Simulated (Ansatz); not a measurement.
Consider a convergence test of the plane-wave cutoff of Rb, space group P6_3/mmc (Ansatz 0.2.0, Python API).

Script `run_ecut.py`:
```python
# -*- coding: utf-8 -*-
"""Cutoff test for Rb."""

import csv

import ansatz as az

structure = (
    az.Lattice.of([5.088207, 0.0, 0.0], [-2.544103, 4.406517, 0.0], [0.0, 0.0, 8.442058])
    .atom("Rb", [1 / 3, 2 / 3, 0.25])
    .atom("Rb", [2 / 3, 1 / 3, 0.75])
)

setup = (
    structure.calculation()
    .kpoints(7, 7, 4)
    .eigensolver("auto", mixed_precision=False)
    .functional("PBEsol")
    .scf(max_iterations=100, extra_bands=4)
    .occupations("fermi_dirac")
    .forces()
    .stress()
)

rows = []
for value in [250, 325, 400, 475]:
    r = setup.basis(value).run(threads=1, pin="off").report
    rows.append((value, r["free_energy_ev"] / len(r["lattice"]["sites"]), r["n_iterations"], sum(r["stress_gpa"][i][i] for i in range(3)) / 3, max(abs(f) for row in r["forces_ev_ang"] for f in row), r["n_pw"]))

with open("ecut.csv", "w", newline="") as handle:
    writer = csv.writer(handle)
    writer.writerow(["cutoff (eV)", "F/atom (eV)", "iterations", "P (GPa)", "max force (eV/A)", "plane waves"])
    writer.writerows([round(v, 5) if isinstance(v, float) else v for v in row] for row in rows)

# the last row is the reference
for row in rows[:-1]:
    shift = 1000 * (row[1] - rows[-1][1])
    print(f"{row[0]}: {shift:+.2f} meV/atom" + ("  (within 1 meV)" if abs(shift) < 1 else ""))
```

How fast does the energy converge with the cutoff (threshold 1 meV an atom)?

From 325 eV on it stays within 1 meV an atom of the value at 475 eV; the first row (250 eV) is off by 9.3 meV and the last but one by 0.02 meV. The energy falls steadily, as expected when plane waves are added. The pressure moves from -0.21 to -0.21 GPa (the program's stress holds a Pulay correction, so it settles early).

The run itself:

Output of `python run_ecut.py`:
```text
DeckWarning: basis.ecutwfc = 250 eV is below the records' recommended 420 eV, and the density's cutoff is lower with it unless basis.ecutrho_ratio is high enough to keep the records' density cutoff: compare with a run at a higher cutoff
DeckWarning: basis.ecutwfc = 325 eV is below the records' recommended 420 eV, and the density's cutoff is lower with it unless basis.ecutrho_ratio is high enough to keep the records' density cutoff: compare with a run at a higher cutoff
DeckWarning: basis.ecutwfc = 400 eV is below the records' recommended 420 eV, and the density's cutoff is lower with it unless basis.ecutrho_ratio is high enough to keep the records' density cutoff: compare with a run at a higher cutoff
250: +9.31 meV/atom
325: +0.23 meV/atom  (within 1 meV)
400: +0.02 meV/atom  (within 1 meV)
```
(Warnings from the package without file and line.)

File `ecut.csv` afterwards:
```csv
cutoff (eV),F/atom (eV),iterations,P (GPa),max force (eV/A),plane waves
250,-3216.99459,6,-0.21393,0.0,1713
325,-3217.00367,6,-0.2146,0.0,2539
400,-3217.00387,6,-0.21498,0.0,3417
475,-3217.0039,6,-0.21493,0.0,4441
```

Forces vanish by symmetry here and test nothing. Pressure is positive in compression. This isn't the structure that Rb takes at ambient conditions. Shifts are counted from the last row, which is itself no proven limit. Cost: about 9 core-seconds.

(A comment or docstring line of the script was reworded after the run, the code is as it ran; lines on the test bed's own set-up are left out of the output.)
